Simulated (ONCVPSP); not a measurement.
# Arsenic: generating and testing an ONCV potential

Task: generate the file, and judge it by its errors in other configurations, its logarithmic derivatives, its ghosts and its cutoff.

Method: ONCVPSP 4.0.1.1 (patched build), PBE, scalar-relativistic.

## Step 1: Starting point

Typed settings, in words:

| Item | Value |
| --- | --- |
| element | arsenic (As, Z = 33) |
| type | optimised norm-conserving Vanderbilt (ONCV) |
| frozen core | [Ar] 3d10 |
| valence charge | 5 |
| reference configuration | 4s2 4p3 |
| partial waves | 4s: rc 1.50 bohr, ncon 3, nbas 8, qcut 3.6 1/bohr, local; 4p: rc 2.00 bohr, ncon 4, nbas 7, qcut 5 1/bohr, 2 projectors, debl 2.4 Ha; d scattering state at 0.38 Ha: rc 1.75 bohr, ncon 5, nbas 8, qcut 5.3 1/bohr, 1 projector |
| local potential | the s channel |
| core correction | not asked for |

The nodes and maxima of the atom's own shells, from an earlier all-electron run, set the scale for the radii.

All-electron outer shells of the reference configuration (PBE, scalar-relativistic, ld1.x):

```json
{"shell": "3p", "level (eV)": "-133.68", "outermost node (bohr)": "0.22", "outermost maximum (bohr)": "0.52"}
{"shell": "3d", "level (eV)": "-40.65", "outermost node (bohr)": "–", "outermost maximum (bohr)": "0.47"}
{"shell": "4s", "level (eV)": "-14.49", "outermost node (bohr)": "0.73", "outermost maximum (bohr)": "1.61"}
{"shell": "4p", "level (eV)": "-5.19", "outermost node (bohr)": "0.78", "outermost maximum (bohr)": "2.00"}
```

## Step 2: Generation

As.dat reads:

```
# ATOM AND REFERENCE CONFIGURATION
# atsym  z   nc   nv     iexc    psfile
  As 33.00    6    2        4      upf
#
#   n    l    f
    1    0    2.00
    2    0    2.00
    2    1    6.00
    3    0    2.00
    3    1    6.00
    3    2   10.00
    4    0    2.00
    4    1    3.00
#
# PSEUDOPOTENTIAL AND OPTIMIZATION
# lmax
    2
#
#   l,   rc,      ep,       ncon, nbas, qcut
    0    1.50    0.00    3    8    3.60
    1    2.00    0.00    4    7    5.00
    2    1.75    0.38    5    8    5.30
#
# LOCAL POTENTIAL
# lloc, lpopt,  rc(5),   dvloc0
    0    5    1.50    0.00
#
# VANDERBILT-KLEINMAN-BYLANDER PROJECTORs
# l, nproj, debl
    0    0    2.10
    1    2    2.40
    2    1    0.60
#
# MODEL CORE CHARGE
# icmod, fcfact, rcfact
    0    0.00    0.00
#
# LOG DERIVATIVE ANALYSIS
# epsh1, epsh2, depsh
   -2.00    5.00    0.02
#
# OUTPUT GRID
# rlmax, drl
    6.00    0.01
#
# TEST CONFIGURATIONS
# ncnf
    4
# nvcnf
#   n    l    f
    2
    4    0    2.00
    4    1    2.00
#
    2
    4    0    2.00
    4    1    1.00
#
    2
    4    0    2.00
    4    1    0.00
#
    2
    4    0    0.00
    4    1    5.00
#
```

Started as:

```sh
oncvpsp.x < As.dat > As.out
```

**Question.** What will these runs give? Wanted: cutoffs for 1 and 0.1 mHa per electron, occupied waves; bound ghosts; GHOST(+) flags; largest test error; largest phase difference near zero energy, channels read.

As calculated:

| quantity | value |
| --- | --- |
| cutoffs for 1 and 0.1 mHa per electron, occupied waves | 31 Ha and 87 Ha |
| bound ghosts | d at -320.00 eV |
| GHOST(+) flags | none at low energy |
| largest test error (AE − PS) | -26 meV, for 4s2 4p0 |
| largest phase difference near zero energy, channels read | 0.023 rad |

**Reading.** It has a bound ghost (d), a state that the atom doesn't have, and that rules the file out. The worst unpolarised test, 4s2 4p0, is off by 26 meV on 54.8 eV; by total energies transferability rates as fair. That test lies far up in energy; among those under 40 eV, nearer to bonding, the largest error is 26 meV. It counts as of middling hardness, with 31 Ha needed at the looser tolerance. The tighter tolerance needs 87 Ha, and converged work needs a cutoff nearer that. At the looser tolerance the 4s wave is the slowest; 4p needs 8 Ha. That counts occupied waves only; other projectors can need more. Near zero energy the phases of the channels with partial waves agree within 0.023 rad. These are tests on the free atom; a crystal test is still owed.
